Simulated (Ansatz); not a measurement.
# TiPdSe4: the cost of one run

Method: DFT PBE, scalar-relativistic, plane waves, PAW, unless a step names another level, in Ansatz 0.2.0.

3 further runs of the same task are left out: 2 that didn't finish, 1 set aside as unsound or not needed. Runs told in other sessions of the task aren't counted.

**1. The starting structure**

The structure is trigonal, space group P-3m1 (No. 164). Conventional cell: a = 3.641 Å, b = 3.641 Å, c = 13.112 Å, α = 90.00°, β = 90.00°, γ = 120.00°. Ti (site symmetry -3m) is surrounded by 6 Se at 2.59 Å. Pd (site symmetry -3m) has 6 Se at 2.51 Å in its first shell of neighbours. Se (site symmetry 3m) is surrounded by 3 Pd at 2.51 Å. Around Se (site symmetry 3m) lie 3 Ti at 2.59 Å.

Coordinates:

```xyz
6
Lattice="3.6407 0.0000 0.0000 -1.8204 3.1529 0.0000 0.0000 0.0000 13.1115" Properties=species:S:1:pos:R:3 pbc="T T T"
Ti    0.0000    0.0000    6.5558
Pd    0.0000    0.0000    0.0000
Se    0.0000    2.1020   11.7444
Se    0.0000    2.1020    5.0490
Se    1.8204    1.0510    8.0625
Se    1.8204    1.0510    1.3671
```

It came out lowest among 20 distinct ends of the trial cells. At a tolerance of 0.05 Å it has space group P-3m1 (No. 164).

**2. Relaxing to 0.001 eV/Å, on the response runs' mesh and smearing**

The input, input.yaml:

```yaml
crystal:
  lattice:
    - [3.6407017275, 0.0, 0.0]
    - [-1.8203508637, 3.1529401836, 0.0]
    - [0.0, 0.0, 13.1115301369]
  atoms:
    - { symbol: Ti, position: [0.0, 0.0, 0.5] }
    - { symbol: Pd, position: [0.0, 0.0, 0.0] }
    - { symbol: Se, position: [0.3333333333, 0.6666666667, 0.8957325709] }
    - { symbol: Se, position: [0.3333333333, 0.6666666667, 0.385083116] }
    - { symbol: Se, position: [0.6666666667, 0.3333333333, 0.614916884] }
    - { symbol: Se, position: [0.6666666667, 0.3333333333, 0.1042674291] }
basis:
  ecutwfc: 420
kpoints:
  mp_grid: { grid: [12, 12, 4] }
hamiltonian:
  xc: pbe
scf:
  occupations: { method: gaussian, width: 0.1 }
output:
  forces: true
  stress: true
  eigenvalues: true
relax:
  adjacent_minimum: "off"
  f_tol: 0.001
  max_steps: 60
  cell: { stress_tol: 0.01 }
```

On the command line:

```console
ansatz run input.yaml --threads 3 --pin off --max-ram 7680MiB --backend cpu --events-out ev --progress --plain --runs-dir out
```

What time and memory should one allow on 3 threads of Arm Neoverse V1, shared host?

About 93 s, with a peak of 0.79 GiB.
